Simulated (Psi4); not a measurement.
# SnH3 (SMILES [SnH3]): a first try and a second

Aim: the charge distribution of SnH3 at UPBEh-3c/def2-mSVP (density fitting, core potential).

The results are computed with Psi4 1.11.

4 further runs of the same task are left out: 2 that didn't finish, 2 set aside as unsound or not needed.

## Step 1: Starting point

SnH3: 4 atoms, total charge 0, spin state doublet. As SMILES, `[SnH3]`. Geometry: relaxed at PBE0-D4/def2-TZVP.

Bond lengths: Sn1–H2 1.715 Å, Sn1–H3 1.715 Å, Sn1–H4 1.715 Å. Angles: H2–Sn1–H3 109.6°, H2–Sn1–H4 109.6°, H3–Sn1–H4 109.6°.

## Step 2: The input as first written

The input, input.in:

```
memory 1600 mb

molecule mol {
  0 2
  Sn     0.280200    -0.211600    -0.271700
  H      1.055200     0.011000     1.241700
  H     -1.125000    -1.172200    -0.064000
  H     -0.154900     1.312500    -0.926300
  units angstrom
  symmetry c1
}

set reference uks
set scf_type df

energy_value, wavefunction = energy("pbe1pbe", return_wfn=True)
oeprop(wavefunction, "NO_OCCUPATIONS", "ESP_AT_NUCLEI", "DIPOLE", title="PBE1PBE")
```

On the command line:

```
$ psi4 -i input.in -o input.out -n 1
```

input.out:

```text
Psi4 1.11 release

psi4.driver.p4util.exceptions.MissingMethodError: Method=pbe1pbe is not available for any derivative level.

Printing out the relevant lines from the Psithon --> Python processed input file:
      symmetry c1
    ""","mol")
    core.IO.set_default_namespace("mol")
    core.set_global_option("REFERENCE", "uks")
    core.set_global_option("SCF_TYPE", "df")
--> energy_value, wavefunction = energy("pbe1pbe", return_wfn=True)
    oeprop(wavefunction, "NO_OCCUPATIONS", "ESP_AT_NUCLEI", "DIPOLE", title="PBE1PBE")

!------------------------------------------------------------!
!                                                            !
!  Method=pbe1pbe is not available for any derivative level. !
!                                                            !
!------------------------------------------------------------!

    Psi4 run time: 0:00:00.07
```

Wall time 0.76 s (1 thread of INTEL XEON PLATINUM 8581C at 2.30GHz (Emerald Rapids), shared host); peak memory 0.14 GiB.

## Step 3: What went wrong

The input was rejected.

The telling line is `Method=pbe1pbe is not available for any derivative level.`. What is wrong: the keyword for the method is given a word that it doesn't take. To mend it: method PBEH-3C in place of PBE1PBE.

## Step 4: Try two

The input, input.in:

```
memory 1600 MB

molecule {
  0 2
  Sn     0.280200    -0.211600    -0.271700
  H      1.055200     0.011000     1.241700
  H     -1.125000    -1.172200    -0.064000
  H     -0.154900     1.312500    -0.926300
  symmetry c1
}

set reference uks
set scf_type df

e_tot, wfn = energy('pbeh-3c', return_wfn=True)
oeprop(wfn, 'NO_OCCUPATIONS', 'ESP_AT_NUCLEI', 'DIPOLE', title='PBEH-3C')
```

On the command line:

```
$ psi4 -i input.in -o input.out -n 1
```

input.out:

```text
[...]
    !!!  WARNING: ECP capability is in beta. Please check occupations closely.  !!!
[...]
  Running in c1 symmetry.
[...]
  Nuclear repulsion =   20.933398960836097
[...]
  Multiplicity = 2
[...]
  Nalpha       = 13
  Nbeta        = 12
[...]
    Number of basis functions: 32
[...]
   @DF-UKS iter   1:  -216.02280429693195   -1.49141e+00   7.19570e-03 ADIIS/DIIS
[...]
   @DF-UKS iter   8:  -216.05389728774793   -4.65462e-09   3.36116e-07 DIIS
[...]
   @S^2 Observed:                7.514041962E-01
[...]
    Orbital Energies [Eh]
    ---------------------
    Alpha Occupied:
       1A     -5.315890     2A     -3.618858     3A     -3.614150
       4A     -3.614150     5A     -1.116941     6A     -1.116940
       7A     -1.115681     8A     -1.111564     9A     -1.111564
      10A     -0.575112    11A     -0.376699    12A     -0.376696
      13A     -0.252220
    Alpha Virtual:
      14A      0.062162    15A      0.062164    16A      0.071361
      17A      0.164952    18A      0.245871    19A      0.245872
      20A      0.254041    21A      0.342318    22A      0.342318
      23A      0.423005    24A      0.562110    25A      0.562114
[...]
  @DF-UKS Final Energy:  -216.05389728774793
   => Energetics <=
    Nuclear Repulsion Energy =             20.9333989608360973
    One-Electron Energy =                -419.6325459640971189
    Two-Electron Energy =                 194.1782890230017529
    DFT Exchange-Correlation Energy =     -11.5417614428225583
    Empirical Dispersion Energy =           0.0087221353338890
    VV10 Nonlocal Energy =                  0.0000000000000000
    Total Energy =                       -216.0538972877479296
[...]
 Multipole Moments:
 ------------------------------------------------------------------------------------
     Multipole            Electronic (a.u.)      Nuclear  (a.u.)        Total (a.u.)
 ------------------------------------------------------------------------------------
 L = 1.  Multiply by 2.5417464519 to convert [e a0] to [Debye]
 Dipole X            :          1.6601363           -1.6005023            0.0596340
 Dipole Y            :         -1.2250724            1.1810334           -0.0440390
 Dipole Z            :         -1.6619905            1.6023052           -0.0596853
 Magnitude           :                                                    0.0951734
[...]
```

Run time: 3.9 s. Hardware: 1 thread of INTEL XEON PLATINUM 8581C at 2.30GHz (Emerald Rapids), shared host; peak memory 0.29 GiB.

## Step 5: What came out

At UPBEh-3c/def2-mSVP (density fitting, core potential):

```
                          quantity          value
                      total energy  -216.05390 Eh
                     dipole moment         0.24 D
HOMO energy (highest over α and β)       -6.86 eV
 LUMO energy (lowest over α and β)       -2.51 eV
                              ⟨S²⟩          0.751
```
